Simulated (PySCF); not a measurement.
# C2H6N2Si: the cost of one run

Programs: PySCF 2.14.0, with density-fitted response routines of our own. Each step states its level of theory. These are calculated values for one molecule in the gas phase, unless marked as measured. Atoms count from 0, in the outputs and in this text.

### 1 The molecule as given

11 atoms, charge 0, multiplicity 1; geometry from: GFN2-xTB. The atoms were then displaced at random by about 0.01 Å, so the start is not that level's minimum.

Bonds of the start (Å): C0–C1 1.21, C1–Si2 1.87, Si2–N3 1.74, Si2–N4 1.70, C0–H5 1.05, Si2–H6 1.45, N3–H7 1.01, N3–H8 0.97, N4–H9 1.03, N4–H10 1.01.

### 2 Geometry optimisation at PBE0-D3(BJ)/def2-SVP

Job settings and geometry (Å):

```
{"job": {"xc": "PBE0", "basis": "def2-SVP", "d3": "d3bj", "grid": 1, "shake": 0.01, "kind": "geom"}, "charge": 0, "multiplicity": 1}
C      1.998710     1.724070     0.182770
C      1.058650     1.015080    -0.098370
Si    -0.306960    -0.185970    -0.536820
N      0.063040    -1.802650    -0.008680
N     -1.700070     0.468860     0.196180
H      2.763020     2.409870     0.414540
H     -0.468960    -0.272670    -1.974680
H      0.052420    -2.001520     0.977460
H      0.764030    -2.316110    -0.438890
H     -1.624230     0.991160     1.075580
H     -2.561540    -0.055950     0.195240
```

Command:

```sh
$ OMP_NUM_THREADS=1 python probes_run.py task.json out
```

One launch serves the whole session: the jobs run in the order shown.

**Question.** How long does this first job take on 1 thread of Arm Neoverse V1, shared host, and how much memory does it need?

About 60 s, with a peak of 0.43 GiB.
